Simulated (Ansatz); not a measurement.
ClHSb, SMILES [Cl][SbH], a rigid scan of one bond length

Program: the Ansatz DFT code, driven from Python.

Interactive session:
```pycon
>>> import ansatz as az
>>> from ase import Atoms
>>> import numpy as np
>>> params = {
...     "basis": "def2-SVP",
...     "functional": "R2SCAN0",
... }
>>> atoms = Atoms(["Cl", "Sb", "H"], positions=[
...     [1.4895, 0.3564, 0.8453],
...     [-0.671, 0.6555, -0.2932],
...     [-0.8294, -1.0767, -0.5654],
... ])
>>> geometry = az.Crystal.molecule_from_ase(atoms)
>>> symbols = [site.symbol for site in geometry.cartesian_sites]
>>> start = np.array([site.position_ang for site in geometry.cartesian_sites])
>>> axis = (start[0] - start[1]) / np.linalg.norm(start[0] - start[1])
>>> moving = [0]
>>> lengths, energies = [2.165, 2.264, 2.362, 2.46, 2.559, 2.657, 2.756, 2.903], []
>>> for length in lengths:
...     xyz = start.copy()
...     xyz[moving] += (length - np.linalg.norm(start[0] - start[1])) * axis
...     point = az.Crystal.molecule()
...     for symbol, place in zip(symbols, xyz):
...         point = point.atom(symbol, place.tolist())
...     job = point.calculation()
...     job = job.basis(gaussian=params["basis"])
...     job = job.functional(params["functional"]).spin("collinear", total=1)
...     summary = job.run(threads=1, pin="off").report
...     energies.append(summary["free_energy_ev"])
...     print(f"r = {length:6.3f} A  E = {energies[-1]:.5f} eV  <S^2> = {abs(summary['mean_field']['state']['spin_squared']):.3f}")
...
r =  2.165 A  E = -19073.17516 eV  <S^2> = 0.756
r =  2.264 A  E = -19073.49172 eV  <S^2> = 0.756
r =  2.362 A  E = -19073.58902 eV  <S^2> = 0.756
r =  2.460 A  E = -19073.54137 eV  <S^2> = 0.756
r =  2.559 A  E = -19073.39666 eV  <S^2> = 0.756
r =  2.657 A  E = -19073.19339 eV  <S^2> = 0.757
r =  2.756 A  E = -19072.95289 eV  <S^2> = 0.758
r =  2.903 A  E = -19072.56779 eV  <S^2> = 0.765
>>> # quartic fit about the minimum
>>> fit = np.polynomial.Polynomial.fit(lengths, np.array(energies) - min(energies), 4).convert()
>>> roots = [r.real for r in fit.deriv().roots() if abs(r.imag) < 1e-9 and fit.deriv(2)(r.real) > 0]
>>> r_e = min(roots, key=lambda r: abs(r - lengths[int(np.argmin(energies))]))
>>> print(f"minimum of the fit at {r_e:.4f} A, force constant {fit.deriv(2)(r_e):.2f} eV/A^2")
minimum of the fit at 2.3734 A, force constant 14.58 eV/A^2
```

Caveats:
- These settings explore the input space; basis and method may be short of convergence.
- The rest of the molecule is held rigid at a force-field or estimated start geometry, and the basis set is modest; single-reference methods fail as a bond breaks.
- def2 sets replace the cores of elements past krypton by effective core potentials.
- The run takes the species as open-shell (spin multiplicity 2), which needn't be its ground state.
- Spin-orbit coupling of the heavy open-shell atom is left out.
- The whole script took 38 s on 1 thread of Arm Neoverse V1, with other jobs on the host, peak memory 0.22 GiB.
